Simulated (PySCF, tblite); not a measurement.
# C6H8N radical: geometry, infrared bands and EPR parameters

Wanted: the infrared bands and EPR parameters of C6H8N radical (`C#C[C](CC)N=C`), by calculation.

Computed with tblite 0.8.0 and PySCF 2.14.0, with density-fitted response routines of our own, on a single molecule in the gas phase. Atoms count from 0, in the outputs and in this text.

### 1 Starting geometry

15 atoms, charge 0, multiplicity 2; geometry from: force field or distance geometry start.

Bonds of the start (Å): C0–C1 1.20, C1–C2 1.43, C2–C3 1.51, C3–C4 1.53, C2–N5 1.36, N5–C6 1.29, C0–H7 1.07, C3–H8 1.08, C3–H9 1.10, C4–H10 1.09, C4–H11 1.10, C4–H12 1.10, C6–H13 1.10, C6–H14 1.10.

### 2 Relaxing the molecule with GFN2-xTB

What the job is given:

```
{"job": {"kind": "relax", "xc": "GFN2-xTB", "basis": "xTB"}, "charge": 0, "multiplicity": 2}
C      1.141300     2.396800    -0.990300
C      0.781400     1.280500    -0.757300
C      0.384700    -0.063800    -0.456200
C     -1.045100    -0.484800    -0.713300
C     -1.869500    -0.448300     0.580600
N      1.288700    -1.041200    -0.181000
C      2.011800    -0.831400     0.870500
H      1.448700     3.398900    -1.206500
H     -1.506000     0.147400    -1.459400
H     -1.063600    -1.512400    -1.105500
H     -1.455100    -1.113000     1.336100
H     -2.899500    -0.769300     0.373100
H     -1.910000     0.568700     0.995800
H      1.916200     0.046800     1.529400
H      2.771500    -1.566700     1.162300
```

Launch:

```
OMP_NUM_THREADS=1 python probes_run.py task.json out
```

One launch serves the whole session: the jobs run in the order shown.

**Question.** This job is followed by: GFN2-xTB harmonic vibrations, gas phase; UKS B3LYP, pcH-1 on C H N, non-relativistic, mean-field spin-orbit, GIAO. Predict these results of the whole session: strongest single infrared mode (GFN2-xTB); zero-point energy (GFN2-xTB); g(iso) (B3LYP); ⟨S²⟩; largest a(iso) (averaged by class); surface potential, 1st and 99th percentile.

**Answer**, as computed:

| quantity | value |
| --- | --- |
| strongest single infrared mode (GFN2-xTB) | 2950 cm⁻¹, 53 km/mol |
| zero-point energy (GFN2-xTB) | 74.0 kcal/mol |
| g(iso) (B3LYP) | 2.00235 |
| ⟨S²⟩ | 0.773 (exact 0.75) |
| largest a(iso) (averaged by class) | 13C on C2, 60.3 MHz |
| surface potential, 1st and 99th percentile | -1.29 V and 1.48 V |

What this shows: Relaxing lowered the energy by 0.413 eV in 62 steps; the close pair that moved most is C1–C2, from 1.434 to 1.395 Å. The lowest mode is slightly imaginary (16i cm⁻¹), a soft motion within the noise of the Hessian, so the minimum is not strictly shown. The strongest single mode, at 2950 cm⁻¹, moves mainly H13. Unscaled tight-binding wavenumbers are off by several per cent, some by more. Its intensities can rank the bands wrongly. The largest spin populations lie on C2 (0.52 e), C6 (0.46 e). The isotropic g lies 0.0 ppt above the free-electron value.
